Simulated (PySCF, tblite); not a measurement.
# C5H4ClFO: geometry, infrared bands and NMR shifts

What infrared bands and NMR shifts should C5H4ClFO (`C/C(=C\Cl)C(F)=C=O`) show?

Computed with tblite 0.8.0 and PySCF 2.14.0, with density-fitted response routines of our own, on a single molecule in the gas phase. Atoms are numbered from 0 throughout.

## (1) The starting structure

12 atoms, charge 0, multiplicity 1; geometry from: force field or distance geometry start.

Bonds of the start (Å): C0–C1 1.50, C1–C2 1.33, C2–Cl3 1.73, C1–C4 1.47, C4–F5 1.35, C4–C6 1.30, C6–O7 1.18, C0–H8 1.09, C0–H9 1.10, C0–H10 1.10, C2–H11 1.08.

## (2) Geometry optimisation with GFN2-xTB

The job: settings as JSON, then the geometry in Å.

```
{"job": {"kind": "relax", "xc": "GFN2-xTB", "basis": "xTB"}, "charge": 0, "multiplicity": 1}
C     -0.449100    -0.626900    -1.109600
C     -0.236500     0.253300     0.092400
C     -1.081500     1.192300     0.517300
Cl    -2.581200     1.602500    -0.242300
C      0.998900     0.031500     0.862300
F      1.201300     0.813600     1.939100
C      1.903600    -0.850100     0.546400
O      2.716500    -1.654600     0.266300
H      0.350900    -0.485700    -1.839000
H     -0.491000    -1.682100    -0.816500
H     -1.400000    -0.413700    -1.628400
H     -0.930700     1.819200     1.386000
```

On the command line:

```bash
$ OMP_NUM_THREADS=1 python probes_run.py task.json out
```

This one command runs all jobs of the session in turn.

**Question.** This job is followed by: GFN2-xTB harmonic vibrations, gas phase; GIAO PBE0/pcSseg-1 NMR shielding, non-relativistic, gas phase. What will the session give for the following? strongest single infrared mode (GFN2-xTB); zero-point energy (GFN2-xTB); 13C shifts against TMS (PBE0/pcSseg-1); 1H shifts against TMS (PBE0/pcSseg-1, means over atoms taken as alike); 35Cl shifts against HCl (PBE0/pcSseg-1); 19F shifts against CFCl3 (PBE0/pcSseg-1); 17O shifts against H2O (PBE0/pcSseg-1).

As calculated:

```
                                                              quantity                                 value
                             strongest single infrared mode (GFN2-xTB)                2250 cm⁻¹, 1391 km/mol
                                          zero-point energy (GFN2-xTB)                         47.4 kcal/mol
                                13C shifts against TMS (PBE0/pcSseg-1)  266.6, 134.3, 128.6, 117.2, 12.5 ppm
1H shifts against TMS (PBE0/pcSseg-1, means over atoms taken as alike)                        5.96, 1.83 ppm
                               35Cl shifts against HCl (PBE0/pcSseg-1)                               181 ppm
                              19F shifts against CFCl3 (PBE0/pcSseg-1)                            -315.8 ppm
                                17O shifts against H2O (PBE0/pcSseg-1)                             622.3 ppm
```

**Reading.** Over 31 steps the energy fell by 0.065 eV; of the close pairs, C0–H10 changed most, 1.104 to 1.086 Å. All 30 modes are real, so the xTB geometry is a minimum. The strongest single mode, at 2250 cm⁻¹, moves mainly C6. Unscaled tight-binding wavenumbers are off by several per cent, some by more. Its intensities can rank the bands wrongly. The most deshielded hydrogen is H11 (hydrogen on an alkene CH), at 5.96 ppm: olefinic region. At PBE0/pcSseg-1: Shielding is most anisotropic at O7 (span 959 ppm, paramagnetic term -687 ppm).
